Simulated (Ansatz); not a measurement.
# CH5AsSi (SMILES C=[SiH][AsH2]): one structure at several levels

An exercise on one series of results from a longer session: the logs are not shown, and one member is left open.

Computed with Ansatz 0.2.0, Gaussian basis. Level: single points in def2-TZVPP.

Cores are frozen in the correlated methods. Filled d shells of the heavier atoms are correlated. B3LYP uses VWN-RPA correlation.

### The system as given

8 atoms, charge 0, spin multiplicity 1.

Atoms are counted from 1 here; the program's logs count them from 0.

Bond lengths: C1–Si2 1.753 Å, C1–H4 1.050 Å, C1–H5 1.104 Å, Si2–As3 2.343 Å, Si2–H6 1.470 Å, As3–H7 1.499 Å, As3–H8 1.502 Å. Angles: Si2–C1–H4 121.3°, Si2–C1–H5 122.0°, H4–C1–H5 116.6°, C1–Si2–As3 121.3°, C1–Si2–H6 122.9°, As3–Si2–H6 115.8°, Si2–As3–H7 92.0°, Si2–As3–H8 91.7°, H7–As3–H8 89.0°.

Coordinates:

```mol
CH5AsSi
  3D, bonds by distance, orders not assigned

  8  7  0  0  0  0  0  0  0  0999 V2000
   -1.0795    1.1033   -0.7851 C   0  0
    0.2775    0.5040    0.1496 Si  0  0
    1.0879   -1.6745   -0.1424 As  0  0
   -1.5918    0.4844   -1.4608 H   0  0
   -1.4792    2.1234   -0.6492 H   0  0
    0.9976    1.3293    1.1299 H   0  0
    1.8504   -1.6185    1.1465 H   0  0
   -0.0784   -2.2553    0.6040 H   0  0
  1  2  8  0
  1  4  8  0
  1  5  8  0
  2  3  8  0
  2  6  8  0
  3  7  8  0
  3  8  8  0
M  END
```

The first run:

run/in.yaml

```yaml
crystal:
  periodic: [false, false, false]
  atoms:
    - {symbol: C, position_ang: [-1.079500, 1.103300, -0.785100]}
    - {symbol: Si, position_ang: [0.277500, 0.504000, 0.149600]}
    - {symbol: As, position_ang: [1.087900, -1.674500, -0.142400]}
    - {symbol: H, position_ang: [-1.591800, 0.484400, -1.460800]}
    - {symbol: H, position_ang: [-1.479200, 2.123400, -0.649200]}
    - {symbol: H, position_ang: [0.997600, 1.329300, 1.129900]}
    - {symbol: H, position_ang: [1.850400, -1.618500, 1.146500]}
    - {symbol: H, position_ang: [-0.078400, -2.255300, 0.604000]}
basis:
  gaussian: {orbitals: def2-TZVPP}
correlation: {method: ccsd_t}
output: {forces: true}
```

The command line of these runs was not kept.

Steps of the session up to this table: CCSD(T)/def2-TZVPP; PBE0-D4/def2-TZVPP; wB97M-V/def2-TZVPP; r2SCAN-D4/def2-TZVPP; PBE-D4/def2-TZVPP; B3LYP-D4/def2-TZVPP; HSE06-D4/def2-TZVPP.

One of the session's tables, all rows but one given; the rest of the session is left out.

| method | RMS force component (eV/Å) | angle to CCSD(T) forces (°) | dipole (D) |
| --- | --- | --- | --- |
| CCSD(T) | 0.604 | reference | 0.99 |
| PBE0-D4 | 0.714 | 10.1 | 1.15 |
| wB97M-V | 0.735 | 13.1 | 1.23 |
| r2SCAN-D4 | 0.680 | 8.1 | 1.06 |
| PBE-D4 | 0.697 | 13.8 | 1.02 |
| B3LYP-D4 | 0.688 | 10.0 | 1.12 |
| HSE06-D4 | ? | ? | ? |

**Question.** Estimate the row for HSE06-D4.

The run gave: RMS force component (eV/Å): 0.711; angle to CCSD(T) forces (°): 9.8; dipole (D): 1.14. In the column «RMS force component (eV/Å)» it lies between PBE-D4 (0.697) and PBE0-D4 (0.714).
